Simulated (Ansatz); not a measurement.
# GaH6NO3: up Jacob's ladder to CCSD(T)

One table from this session's results is given with a row withheld; the runs are named, their logs left out.

Program: Ansatz 0.2.0, Gaussian basis. Level of theory: functionals in def2-TZVPP, the program's frozen cores in correlated methods. These are calculated values, not measurements.

Plan: LDA (SPW92), PBE-D4, revPBE-D4, BLYP-D4, r2SCAN-D4, B97M-V, PBE0-D4, B3LYP-D4, r2SCANh-D4, r2SCAN0-D4, HSE06-D4, BHLYP-D4, CAM-B3LYP-D4, LC-ωPBE, ωB97X-V, ωB97M-V, B2PLYP, PBE-QIDH; CCSD(T)/def2-SVP; CCSD(T)/def2-TZVPP; MP2/def2-QZVPP; extrapolation to the limit; RPA on PBE.

## Structure used throughout

All runs share one geometry, relaxed beforehand with PBE0-D4 in a triple-zeta def2 set.

11 atoms, charge 0, spin multiplicity 1.

Atoms are counted from 1 here; the program's logs count them from 0.

Bond lengths: N1–Ga2 2.084 Å, N1–H6 1.014 Å, N1–H7 1.014 Å, N1–H8 1.014 Å, Ga2–O3 1.810 Å, Ga2–O4 1.810 Å, Ga2–O5 1.810 Å, O3–H9 0.958 Å, O4–H10 0.958 Å, O5–H11 0.958 Å. Angles: Ga2–N1–H6 109.6°, Ga2–N1–H7 109.6°, Ga2–N1–H8 109.7°, H6–N1–H7 109.3°, H6–N1–H8 109.3°, H7–N1–H8 109.3°, N1–Ga2–O3 98.8°, N1–Ga2–O4 98.9°, N1–Ga2–O5 98.8°, O3–Ga2–O4 117.7°, O3–Ga2–O5 117.7°, O4–Ga2–O5 117.7°, Ga2–O3–H9 112.6°, Ga2–O4–H10 112.6°, Ga2–O5–H11 112.6°.

The first run:

in.yaml reads:

```yaml
crystal:
  periodic: [false, false, false]
  atoms:
    - {symbol: N, position_ang: [-1.248824, 0.558758, 0.659772]}
    - {symbol: Ga, position_ang: [0.466053, -0.211888, -0.239793]}
    - {symbol: O, position_ang: [1.649989, 0.120669, 1.088474]}
    - {symbol: O, position_ang: [0.519570, 0.855909, -1.700392]}
    - {symbol: O, position_ang: [-0.085625, -1.920845, -0.467278]}
    - {symbol: H, position_ang: [-1.015612, 0.934486, 1.572215]}
    - {symbol: H, position_ang: [-1.937092, -0.178179, 0.766411]}
    - {symbol: H, position_ang: [-1.634831, 1.296996, 0.081729]}
    - {symbol: H, position_ang: [2.082003, -0.674136, 1.404983]}
    - {symbol: H, position_ang: [1.334144, 1.357398, -1.760527]}
    - {symbol: H, position_ang: [-0.064476, -2.196268, -1.384995]}
basis:
  gaussian: {orbitals: def2-TZVPP}
hamiltonian: {xc: lda}
output: {orbitals: {seedname: orbitals}}
```

Started as:

```bash
> ansatz run in.yaml --threads 4 --pin off --events-out ev --progress --plain --max-ram 10444MiB
```

Steps of the session up to this table: LDA; PBE-D4 (GGA); revPBE-D4 (GGA); BLYP-D4 (GGA); r2SCAN-D4 (meta-GGA); B97M-V (meta-GGA); B3LYP-D4 (hybrid); r2SCANh-D4 (hybrid); r2SCAN0-D4 (hybrid); HSE06-D4 (hybrid); BHLYP-D4 (hybrid); CAM-B3LYP-D4 (range-separated); LC-ωPBE (range-separated); ωB97X-V (range-separated); ωB97M-V (range-separated); B2PLYP (double hybrid); PBE-QIDH (double hybrid).

One table of the session follows, with a row left open; its other results are not shown here.

It belongs to the step «Orbital energies across the functionals». 

| functional | HOMO (eV) | gap (eV) |
| --- | --- | --- |
| LDA (SPW92) | -6.37 | 5.28 |
| PBE-D4 | -6.14 | 5.20 |
| revPBE-D4 | ? | ? |
| BLYP-D4 | -6.06 | 5.06 |
| r2SCAN-D4 | -6.51 | 6.19 |
| B97M-V | -6.58 | 5.81 |
| PBE0-D4 | -7.86 | 7.77 |
| B3LYP-D4 | -7.59 | 7.12 |
| r2SCANh-D4 | -7.16 | 7.11 |
| r2SCAN0-D4 | -8.14 | 8.48 |
| HSE06-D4 | -7.45 | 6.99 |
| BHLYP-D4 | -9.54 | 10.06 |
| CAM-B3LYP-D4 | -9.39 | 10.06 |
| LC-ωPBE | -10.77 | 12.82 |
| ωB97X-V | -10.41 | 12.21 |
| ωB97M-V | -10.36 | 11.73 |

Q: Estimate the row for revPBE-D4 from the others.

As computed: HOMO (eV): -6.06; gap (eV): 5.19.
